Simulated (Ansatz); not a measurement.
Rh-Tc mixtures: a scan of ordered alloys across composition, run with the Python package of Ansatz (0.2.0).

Script `alloy.py`:
```python
# -*- coding: utf-8 -*-
"""Mixing of Rh and Tc on the fcc lattice, after relaxing atoms and volume at fixed cell shape."""

from collections import Counter
import warnings

import ansatz as az
import numpy as np
import pandas as pd


def fcc(A, a):
    return (
        az.Lattice.fcc(a)
        .space_group(225)
        .atom(A, (0, 0, 0))
        .primitive()
    )

A_FIRST, A_LAST = 3.8, 3.85


def ground_state(name, crystal):
    calc = (
        crystal.calculation()
        .functional("pbesol")
        .basis(530)
        .kpoints(spacing=0.3)
        .occupations("fermi_dirac", width=0.05)
        .band_table()
    )
    calc = calc.relax(force_tolerance=0.02, fix_cell=["shape"])
    return calc.run()


def volume_per_atom(outcome):
    return abs(np.linalg.det(outcome.lattice.cell_ang)) / len(outcome.lattice.sites)


def counts(outcome):
    return Counter(site.symbol for site in outcome.lattice.sites)

warnings.simplefilter("ignore", az.DeckWarning)

# swap the mixed sites of the conventional cell one by one
phases = {}
for k in range(4 + 1):
    a = A_FIRST + (A_LAST - A_FIRST) * k / 4
    cell = fcc("Rh", a).conventional().resolved()
    sites = [site.position for site in cell.sites if site.symbol == "Rh"]
    for position in sites[:k]:
        cell = cell.substitution("Tc", at=position, replaces="Rh")
    phases[f"Rh{4 - k}Tc{k}"] = cell.resolved()

done = {}
for name, crystal in phases.items():
    done[name] = ground_state(name, crystal)
    print(f"{name}: {done[name].report['energy_sigma0_ev']:.4f} eV, {len(done[name].lattice.sites)} atoms")

# x is the share of the second element on the mixed sites; both end members stand on this same lattice
x = {name: counts(o)["Tc"] / (counts(o)["Rh"] + counts(o)["Tc"]) for name, o in done.items()}
first, last = min(x, key=x.get), max(x, key=x.get)
energy = {name: o.report["energy_sigma0_ev"] / len(o.lattice.sites) for name, o in done.items()}
volume = {name: volume_per_atom(o) for name, o in done.items()}
rows = []
for name in sorted(done, key=x.get):
    line = lambda table: (1 - x[name]) * table[first] + x[name] * table[last]
    rows.append((name, x[name], 1000 * (energy[name] - line(energy)), volume[name], 100 * (volume[name] / line(volume) - 1)))
print(pd.DataFrame(rows, columns=["cell", "x(Tc)", "E_mix (meV/atom)", "V (A^3/atom)", "excess V (%)"]).round(4).to_string(index=False))
```

Do these ordered cells favour mixing or separation, and does the volume follow a straight line between the end members?

Mixing energies: -59 meV an atom at x(Tc) = 0.25 (volume -0.4 % off the straight line), -120 meV an atom at x(Tc) = 0.50 (volume -0.8 % off the straight line) and -106 meV an atom at x(Tc) = 0.75 (volume -0.6 % off the straight line). All are negative, so these cells are favoured over the separated end members on this lattice.

The output:

Running `python alloy.py` prints:
```text
Rh4Tc0: -25355.0303 eV, 4 atoms
Rh3Tc1: -24354.1201 eV, 4 atoms
Rh2Tc2: -23353.2221 eV, 4 atoms
Rh1Tc3: -22352.0213 eV, 4 atoms
Rh0Tc4: -21350.4514 eV, 4 atoms
  cell  x(Tc)  E_mix (meV/atom)  V (A^3/atom)  excess V (%)
Rh4Tc0   0.00            0.0000       13.4932        0.0000
Rh3Tc1   0.25          -58.6148       13.5795       -0.4054
Rh2Tc2   0.50         -120.3071       13.6716       -0.7605
Rh1Tc3   0.75         -106.2850       13.8400       -0.5600
Rh0Tc4   1.00            0.0000       14.0596        0.0000
```

Absolute energies stand on the zero of these potentials, so only differences at equal settings mean something. Spin is left out of this run. For the metals among these phases the mesh is modest: differences between phases can be off by up to 40 meV an atom. Atoms and volume are relaxed with the cell's shape held, which in cells of lower than cubic symmetry can hide stresses and shift volumes. These are small ordered cells, with both end members on the same lattice, which need not be their own; they aren't random solutions. Differences under about 40 meV an atom lie within the error of mesh and functional. The cells are prototypes set up for this calculation and needn't exist. It ran for 54 s on 1 thread of Intel(R) Xeon(R) 6975P-C (Granite Rapids), on a shared host, peak memory 0.58 GiB.

(A comment or docstring line of the script was reworded after the run, the code is as it ran; lines on the test bed's own set-up are left out of the output.)
